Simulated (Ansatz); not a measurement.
# F3GaH4OSi: how energies converge with the basis set

An exercise on one series of results from a longer session: the logs are not shown, and one member is left open.

Method: one geometry, several basis sets; program: Ansatz 0.2.0, Gaussian basis.

The runs, in order: PBE0-D4/def2-SVP; ωB97M-V/def2-SVP; PBE0-D4/def2-QZVPP; ωB97M-V/def2-QZVPP; the functionals' def2-TZVPP values are taken from earlier runs.

### The relaxed structure

All runs share one geometry, relaxed beforehand with PBE0-D4 in a triple-zeta def2 set.

SMILES `[F][Ga-]([F])([F])[OH+][SiH3]`, 10 atoms, charge 0, spin multiplicity 1.

Atoms are counted from 1 here; the program's logs count them from 0.

Bond lengths: F1–Ga2 1.742 Å, Ga2–F3 1.758 Å, Ga2–F4 1.750 Å, Ga2–O5 2.011 Å, O5–Si6 1.714 Å, O5–H7 0.963 Å, Si6–H8 1.475 Å, Si6–H9 1.471 Å, Si6–H10 1.482 Å. Angles: F1–Ga2–F3 116.9°, F1–Ga2–F4 117.4°, F1–Ga2–O5 106.1°, F3–Ga2–F4 119.1°, F3–Ga2–O5 92.3°, F4–Ga2–O5 97.2°, Ga2–O5–Si6 121.4°, Ga2–O5–H7 112.5°, Si6–O5–H7 117.4°, O5–Si6–H8 109.7°, O5–Si6–H9 105.4°, O5–Si6–H10 104.2°, H8–Si6–H9 113.8°, H8–Si6–H10 110.8°, H9–Si6–H10 112.3°.

Set-up of the first run:

in.yaml

```yaml
crystal:
  periodic: [false, false, false]
  atoms:
    - {symbol: F, position_ang: [-1.862792, -2.116008, 0.711917]}
    - {symbol: Ga, position_ang: [-0.399143, -1.665593, -0.117582]}
    - {symbol: F, position_ang: [1.052794, -1.501885, 0.860469]}
    - {symbol: F, position_ang: [-0.246401, -2.135451, -1.796365]}
    - {symbol: O, position_ang: [-0.517173, 0.318747, -0.422072]}
    - {symbol: Si, position_ang: [0.533391, 1.409429, 0.379995]}
    - {symbol: H, position_ang: [-0.781023, 0.539019, -1.321555]}
    - {symbol: H, position_ang: [1.921451, 1.179616, -0.063017]}
    - {symbol: H, position_ang: [0.320906, 1.172906, 1.816473]}
    - {symbol: H, position_ang: [0.061092, 2.748021, -0.045262]}
basis:
  gaussian: {orbitals: def2-SVP}
hamiltonian: {xc: pbe0, dispersion: d4}
output: {orbitals: {seedname: orbitals}}
```

Launch:

```sh
> ansatz run in.yaml --threads 4 --pin off --events-out ev --progress --plain --max-ram 11315MiB
```

Among the steps run: PBE0-D4 in def2-SVP; ωB97M-V in def2-SVP; PBE0-D4 in def2-QZVPP; ωB97M-V in def2-QZVPP.

One table of the session follows, with a row left open; its other results are not shown here.

It belongs to the step «Functionals by basis». 

```
functional       basis  HOMO (eV)
   PBE0-D4    def2-SVP     -10.25
   PBE0-D4  def2-TZVPP     -10.34
   PBE0-D4  def2-QZVPP          ?
   ωB97M-V    def2-SVP     -12.55
   ωB97M-V  def2-TZVPP     -12.65
   ωB97M-V  def2-QZVPP     -12.67
```

Estimate the missing values for PBE0-D4, def2-QZVPP.

As computed: HOMO (eV): -10.36. In the column «HOMO (eV)» it lies between ωB97M-V, def2-SVP (-12.55) and PBE0-D4, def2-TZVPP (-10.34).
